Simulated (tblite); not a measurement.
# C4H14GeN2: the cost of one run

Computed with tblite 0.8.0 and PySCF 2.14.0, with density-fitted response routines of our own, on a single molecule in the gas phase. Atoms count from 0, in the outputs and in this text.

## 1. The molecule as given

21 atoms, charge 0, multiplicity 1; geometry from: force field or distance geometry start.

Bonds of the start (Å): C0–N1 1.46, N1–Ge2 1.88, Ge2–N3 1.87, Ge2–C4 1.95, C4–C5 1.53, C4–C6 1.52, C0–H7 1.11, C0–H8 1.11, C0–H9 1.12, N1–H10 1.04, Ge2–H11 1.55, N3–H12 1.06, N3–H13 1.03, C4–H14 1.10, C5–H15 1.12, C5–H16 1.12, C5–H17 1.11, C6–H18 1.11, C6–H19 1.11, C6–H20 1.11.

## 2. Optimising the geometry with GFN2-xTB

Job settings and geometry (Å):

```
{"job": {"kind": "relax", "xc": "GFN2-xTB", "basis": "xTB"}, "charge": 0, "multiplicity": 1}
C     -2.572900    -0.844900    -0.011800
N     -1.989500     0.428100     0.393600
Ge    -0.341400     0.644000    -0.478900
N      0.291500     2.376200    -0.172500
C      0.946300    -0.671200     0.164700
C      2.291300    -0.445300    -0.527200
C      1.080200    -0.580400     1.673700
H     -2.723400    -0.865300    -1.108800
H     -1.934500    -1.694400     0.306600
H     -3.574700    -0.960300     0.484400
H     -2.615100     1.190900     0.073200
H     -0.559600     0.455700    -2.005200
H      0.307900     2.496800     0.882500
H     -0.422700     3.029100    -0.535500
H      0.572300    -1.672200    -0.111400
H      3.022900    -1.212600    -0.179800
H      2.698000     0.565300    -0.274900
H      2.181100    -0.532000    -1.626400
H      1.447700     0.421900     1.989300
H      0.098900    -0.764200     2.161500
H      1.786900    -1.348400     2.047400
```

On the command line:

```bash
OMP_NUM_THREADS=1 python probes_run.py task.json out
```

The driver reads the jobs from task.json and runs them one after another.

**Question.** How long does this first job take on 1 thread of Arm Neoverse N1, shared host, and how much memory does it need?

About 1 s, with a peak of 0.18 GiB.
